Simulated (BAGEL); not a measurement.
**GeCl4 (germanium tetrachloride): HF/3-21G (density fitting with cc-pvqz-jkfit)**

Aim: the energy change on altering one bond length of GeCl4 (germanium tetrachloride) at HF/3-21G (density fitting with cc-pvqz-jkfit), from 2 runs. 

The calculation is run with BAGEL 1.2.2.

6 further runs of the same task are left out: 3 that didn't finish, 3 set aside as unsound or not needed. Runs told in other sessions of the task aren't counted.

## 1. The system as given

The species is GeCl4 (5 atoms), meant as a singlet with charge 0. SMILES: `[Cl][Ge]([Cl])([Cl])[Cl]`. The shape is that of a PBE0-D4/def2-TZVP optimisation.

Bond lengths: Cl1–Ge2 2.116 Å, Ge2–Cl3 2.116 Å, Ge2–Cl4 2.116 Å, Ge2–Cl5 2.116 Å. Angles: Cl1–Ge2–Cl3 109.5°, Cl1–Ge2–Cl4 109.5°, Cl1–Ge2–Cl5 109.5°, Cl3–Ge2–Cl4 109.5°, Cl3–Ge2–Cl5 109.5°, Cl4–Ge2–Cl5 109.5°.

## 2. A single-point energy at HF/3-21G (density fitting with cc-pvqz-jkfit)

Input file input.json:

```json
{ "bagel": [

{
  "title": "molecule",
  "basis": "3-21g",
  "df_basis": "cc-pvqz-jkfit",
  "angstrom": true,
  "geometry": [
    { "atom": "Cl", "xyz": [      -0.989190,      -0.081580,       1.868640 ] },
    { "atom": "Ge", "xyz": [       0.000090,      -0.000040,       0.000100 ] },
    { "atom": "Cl", "xyz": [       1.631480,      -1.347370,       0.005960 ] },
    { "atom": "Cl", "xyz": [      -1.351400,      -0.535660,      -1.537220 ] },
    { "atom": "Cl", "xyz": [       0.709020,       1.964660,      -0.337480 ] }
  ]
},

{ "title": "hf" },

{ "title": "print", "file": "orbitals.molden", "orbitals": true }

]}
```

On the command line:

```bash
BAGEL_NUM_THREADS=1 BAGEL input.json > input.out
```

What it wrote:

```text
* using 1 threads per process

  ===============================================================
  ===============================================================

  *** Geometry ***

  { "atom" : "Cl", "xyz" : [     -1.869298,     -0.154164,      3.531218 ] },
  { "atom" : "Ge", "xyz" : [      0.000170,     -0.000076,      0.000189 ] },
  { "atom" : "Cl", "xyz" : [      3.083050,     -2.546160,      0.011263 ] },
  { "atom" : "Cl", "xyz" : [     -2.553776,     -1.012251,     -2.904925 ] },
  { "atom" : "Cl", "xyz" : [      1.339854,      3.712669,     -0.637745 ] },

  Number of auxiliary basis functions:      810

  Since a DF basis is specified, we compute 2- and 3-index integrals:
    o Being stored without compression. Storage requirement is 0.035 GB

  Number of basis functions:       74
  Number of electrons      :      100

    * METHOD: MOLECULE                             0.65

  *** RHF ***

  === Nuclear Repulsion ===
   809.8010382170

      * DIIS with orbital gradients will be used.

  === RHF iteration (3-21g) ===
      0      -3894.57252256          0.00940601           0.33
      1      -3894.67876018          0.00377087           0.31
      2      -3894.69424987          0.00032025           0.32
      3      -3894.69453429          0.00006409           0.32
      4      -3894.69454592          0.00001243           0.32
      5      -3894.69454626          0.00000202           0.32
      6      -3894.69454627          0.00000016           0.32
      7      -3894.69454627          0.00000003           0.32
      8      -3894.69454627          0.00000000           0.32
    * SCF iteration converged.

    * Permanent dipole moment:
           (   -0.000393,     0.000148,    -0.000420) a.u.

    * METHOD: HF                                   3.34

    * METHOD: PRINT                                0.01

  ===============================================================
```

Wall time 4.2 s (1 thread of Arm Neoverse V1, shared host); peak memory 0.2 GiB.

## 3. The distorted shape at the same level

Input file job.json:

```json
{ "bagel": [

{
  "title": "molecule",
  "basis": "3-21g",
  "df_basis": "cc-pvqz-jkfit",
  "angstrom": "true",
  "geometry": [
    { "atom": "Cl", "xyz": [   -1.804919,    0.592113,    1.865710 ] },
    { "atom": "Ge", "xyz": [   -0.815639,    0.673653,   -0.002830 ] },
    { "atom": "Cl", "xyz": [    1.631480,   -1.347370,    0.005960 ] },
    { "atom": "Cl", "xyz": [   -2.167129,    0.138033,   -1.540150 ] },
    { "atom": "Cl", "xyz": [   -0.106709,    2.638353,   -0.340410 ] }
  ]
},
{ "title": "hf" },
{ "title": "print", "file": "orbitals.molden", "orbitals": "true" }

]}
```

On the command line:

```bash
BAGEL_NUM_THREADS=1 BAGEL job.json > job.out
```

What it wrote:

```text
* using 1 threads per process

  ===============================================================
  ===============================================================

  *** Geometry ***

  { "atom" : "Cl", "xyz" : [     -3.410803,      1.118931,      3.525681 ] },
  { "atom" : "Ge", "xyz" : [     -1.541334,      1.273020,     -0.005348 ] },
  { "atom" : "Cl", "xyz" : [      3.083050,     -2.546160,      0.011263 ] },
  { "atom" : "Cl", "xyz" : [     -4.095280,      0.260845,     -2.910462 ] },
  { "atom" : "Cl", "xyz" : [     -0.201651,      4.985765,     -0.643282 ] },

  Number of auxiliary basis functions:      810

  Since a DF basis is specified, we compute 2- and 3-index integrals:
    o Being stored without compression. Storage requirement is 0.035 GB

  Number of basis functions:       74
  Number of electrons      :      100

    * METHOD: MOLECULE                             0.65

  *** RHF ***

  === Nuclear Repulsion ===
   736.8437139308

      * DIIS with orbital gradients will be used.

  === RHF iteration (3-21g) ===
      0      -3894.39745309          0.01132102           0.32
      1      -3894.52394059          0.00776835           0.32
      2      -3894.59399829          0.00081640           0.31
      3      -3894.59529936          0.00030631           0.30
      4      -3894.59556415          0.00008438           0.31
      5      -3894.59558878          0.00002039           0.30
      6      -3894.59559070          0.00000508           0.31
      7      -3894.59559080          0.00000097           0.31
      8      -3894.59559081          0.00000021           0.31
      9      -3894.59559081          0.00000007           0.30
     10      -3894.59559081          0.00000002           0.31
     11      -3894.59559081          0.00000001           0.31
    * SCF iteration converged.

    * Permanent dipole moment:
           (    1.218706,    -1.006657,     0.004066) a.u.

    * METHOD: HF                                   4.14

    * METHOD: PRINT                                0.01

  ===============================================================
```

Wall time 5.1 s (1 thread of Arm Neoverse V1, shared host); peak memory 0.2 GiB.

## 4. What came out

At HF/3-21G (density fitting with cc-pvqz-jkfit):

```
                                                           quantity           value
                                          first shape: total energy  -3894.69455 Eh
                                         first shape: dipole moment          0.00 D
                                           first shape: HOMO energy       -13.71 eV
                                           first shape: LUMO energy         0.70 eV
                                         first shape: HOMO–LUMO gap        14.41 eV
                                      distorted shape: total energy  -3894.59559 Eh
                                     distorted shape: dipole moment          4.02 D
                                       distorted shape: HOMO energy       -11.26 eV
                                       distorted shape: LUMO energy        -3.00 eV
                                     distorted shape: HOMO–LUMO gap         8.26 eV
energy change with the Ge2–Cl3 bond stretched from 2.116 to 3.174 Å        2.693 eV
```

**Reading.** With the Ge2–Cl3 bond stretched from 2.116 to 3.174 Å the energy rises by 2.69 eV (260 kJ/mol). The first shape isn't relaxed at this level, so the change isn't measured from a minimum. A restricted reference can't describe the breaking bond well at this length.
